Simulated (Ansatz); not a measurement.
# Al3Ga5N8: levels at named points

An exercise on one series of results from a longer session: the logs are not shown, and one member is left open.

Method: DFT PBEsol, scalar-relativistic, plane waves, PAW, in Ansatz 0.2.0.

That is the level of the relaxation; later steps name their own.

### The starting structure

It takes space group Cm (No. 8, monoclinic). Conventional cell: a = 10.908 Å, b = 6.298 Å, c = 5.116 Å, α = 90.00°, β = 90.00°, γ = 90.00°. Al (site symmetry 1) is surrounded by 4 N at 1.92 to 1.93 Å. Ga (site symmetry m) is surrounded by 4 N at 1.92 to 1.93 Å. Al (site symmetry m) is surrounded by 4 N at 1.92 to 1.93 Å. Ga (site symmetry 1) has 4 N at 1.92 to 1.93 Å as nearest neighbours. N (site symmetry 1) has 2 Al at 1.92 to 1.93 Å and 2 Ga at 1.93 Å as nearest neighbours. Around N (site symmetry m) lie 4 Ga at 1.92 to 1.93 Å. Only part of the 12 independent sites is listed.

As a file:

```
Al Ga N
1.0
     0.00000    0.00000   -5.11562
     3.14899    5.45420    0.00000
     3.14899   -5.45420    0.00000
Al Ga N
3 5 8
Direct
  0.00000 0.16667 0.33333
  0.00000 0.16667 0.83333
  0.50000 0.33333 0.66667
  0.00000 0.66667 0.33333
  0.00000 0.66667 0.83333
  0.50000 0.33333 0.16667
  0.50000 0.83333 0.66667
  0.50000 0.83333 0.16667
  0.62500 0.16667 0.33333
  0.62500 0.16667 0.83333
  0.62500 0.66667 0.33333
  0.62500 0.66667 0.83333
  0.12500 0.33333 0.66667
  0.12500 0.33333 0.16667
  0.12500 0.83333 0.66667
  0.12500 0.83333 0.16667
```

Set-up of the first run:

(A quick probe on a coarse mesh, which set the mesh and smearing, is not shown.)

Input file input.yaml:

```yaml
crystal:
  lattice:
    - [0.0, 0.0, -5.11561596]
    - [3.14898544, 5.45420277, 0.0]
    - [3.14898544, -5.45420277, 0.0]
  atoms:
    - { symbol: Al, position: [0.0, 0.16666667, 0.33333333] }
    - { symbol: Al, position: [0.0, 0.16666667, 0.83333333] }
    - { symbol: Ga, position: [0.0, 0.66666667, 0.33333333] }
    - { symbol: Ga, position: [0.0, 0.66666667, 0.83333333] }
    - { symbol: Al, position: [0.5, 0.33333333, 0.66666667] }
    - { symbol: Ga, position: [0.5, 0.33333333, 0.16666667] }
    - { symbol: Ga, position: [0.5, 0.83333333, 0.66666667] }
    - { symbol: Ga, position: [0.5, 0.83333333, 0.16666667] }
    - { symbol: "N", position: [0.625, 0.16666667, 0.33333333] }
    - { symbol: "N", position: [0.625, 0.16666667, 0.83333333] }
    - { symbol: "N", position: [0.625, 0.66666667, 0.33333333] }
    - { symbol: "N", position: [0.625, 0.66666667, 0.83333333] }
    - { symbol: "N", position: [0.125, 0.33333333, 0.66666667] }
    - { symbol: "N", position: [0.125, 0.33333333, 0.16666667] }
    - { symbol: "N", position: [0.125, 0.83333333, 0.66666667] }
    - { symbol: "N", position: [0.125, 0.83333333, 0.16666667] }
basis:
  ecutwfc: 420
kpoints:
  mp_grid: { grid: [4, 6, 6] }
hamiltonian:
  xc: pbesol
scf:
  occupations: { method: gaussian, width: 0.1 }
output:
  forces: true
  stress: true
  eigenvalues: true
relax:
  adjacent_minimum: "off"
  f_tol: 0.05
  max_steps: 80
  cell: { stress_tol: 0.5 }
```

Launch:

```
> ansatz run input.yaml --threads 4 --pin off --max-ram 10240MiB --backend cpu --events-out ev --progress --plain --runs-dir out
```

Among the steps run: A loose first relaxation; The relaxation; Band edges over the whole zone; The run at PBEsol; The run at PBEsol on the hybrid's mesh; The run at HSE06; The run at PBEsol, spin-orbit coupling; Levels with r2SCAN.

One of the session's tables, all rows but one given; the rest of the session is left out.

```
                      level  gap (eV)  least direct gap (eV)
                     PBEsol      2.63                   2.63
PBEsol on the hybrid's mesh      2.63                   2.63
                      HSE06         ?                      ?
PBEsol, spin-orbit coupling      2.63                   2.63
                     r2SCAN      3.17                   3.17
```

Q: Estimate the row for HSE06 from the others.

As computed: gap (eV): 3.99; least direct gap (eV): 3.99. In the column «gap (eV)» it is the highest.

Gaps are by band count over the mesh and the named points; a gap of 0 means that the bands overlap or touch.
